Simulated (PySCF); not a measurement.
# [Pr(H2O)2]3+: other functionals and bases at one geometry

An exercise on one series of results from a longer session: the logs are not shown, and one member is left open.

Computed with PySCF 2.14.0. Level: several levels, as the steps say, no spin–orbit coupling.

1 further run of the same task is left out (for a known fault of the program).

**Where the work starts**

7 atoms, charge 3, spin multiplicity 1.

Bond lengths: Pr1–O2 2.321 Å, Pr1–O5 2.321 Å, O2–H3 0.993 Å, O2–H4 0.991 Å, O5–H6 0.992 Å, O5–H7 0.991 Å. Angles: O2–Pr1–O5 114.7°, Pr1–O2–H3 127.8°, Pr1–O2–H4 129.6°, H3–O2–H4 102.6°, Pr1–O5–H6 127.7°, Pr1–O5–H7 129.8°, H6–O5–H7 102.5°.

Coordinates:

```
Pr    1.0713    0.0508   -0.0018
O    -0.1783    0.0705    1.9537
H     0.1442    0.2175    2.8808
H    -1.1502   -0.0743    2.0839
O    -0.1794   -0.0803   -1.9528
H     0.1429   -0.2928   -2.8668
H    -1.1485    0.0714   -2.0970
```

Formal oxidation states: Pr +3. Each metal's 2 4f electrons lie in its core potential, so multiplicities, spins and levels count the valence alone. An earlier session relaxed this geometry at PBE0, Pr lcecp-1-SVP with ECP48, O def2-SVP, H def2-SVP (singlet, point group C1).

At PBE0 on the finer grid: E = -184.281135 Eh, HOMO -26.03 eV, LUMO -18.29 eV, Mulliken charge on Pr1 +2.29 e, largest force component 0.011 eV/Å. 

Levels to run: revPBE; PBE; PBE0, TZVP. Hardware: 2 threads of Intel Xeon 6975P-C (Granite Rapids), shared host.

Set-up of the first run:

Contents of run.py (the lines that set the calculation):

```python
mol = gto.M(atom='''
Pr     1.07134     0.05076    -0.00178
O     -0.17831     0.07050     1.95374
H      0.14417     0.21750     2.88084
H     -1.15021    -0.07431     2.08389
O     -0.17945    -0.08025    -1.95285
H      0.14288    -0.29285    -2.86681
H     -1.14854     0.07137    -2.09703''',
    basis={'Pr': 'lcecp-1-SVP', 'O': 'def2-SVP', 'H': 'def2-SVP'},
    ecp={'Pr': 'lcecp-1-SVP'},
    charge=3, spin=0)
mf = dft.RKS(mol, xc='PBE_R,PBE')
mf.grids.atom_grid = (75, 302)  # f atoms: unpruned, at least (60, 302)
mf = mf.density_fit()  # fitting sets: Pr AutoAux, O def2-universal-JKFIT, H def2-universal-JKFIT
mf.conv_tol = 1e-08; mf.max_cycle = 55
mf.kernel(dm0)  # dm0: the density of the relaxed state
```

On the command line:

```sh
> OMP_NUM_THREADS=2 python run.py
```

Among the steps run: revPBE; PBE; PBE0, TZVP.

One of the session's tables, all rows but one given; the rest of the session is left out.

```
              level  HOMO (eV)  gap (eV)  charge on Pr1 (e)  dipole (D)  largest force component (eV/Å)
PBE0 (relaxed here)     -26.03      7.73               2.29        2.44                            0.01
             revPBE          ?         ?                  ?           ?                               ?
                PBE     -24.28      5.05               2.18        2.76                            0.48
         PBE0, TZVP     -26.03      7.83               2.43        2.47                            0.27
```

**Question.** Estimate the row for revPBE.

**Answer.** HOMO (eV): -24.22; gap (eV): 5.06; charge on Pr1 (e): 2.19; dipole (D): 2.70; largest force component (eV/Å): 0.46. In the column «HOMO (eV)» it is the highest.

The dipole of a charged species depends on the origin, so these sizes hold for this origin alone.

In one basis the HOMO–LUMO gap runs from 5.05 eV (PBE) to 7.73 eV (PBE0). The largest leftover force, 0.48 eV/Å with PBE, stands at a geometry relaxed at another level. With 4f in the core, its levels are missing from HOMO and gap, and its count is fixed, so no charge can pass from the ligands into it. Total energies of different levels can't be compared.
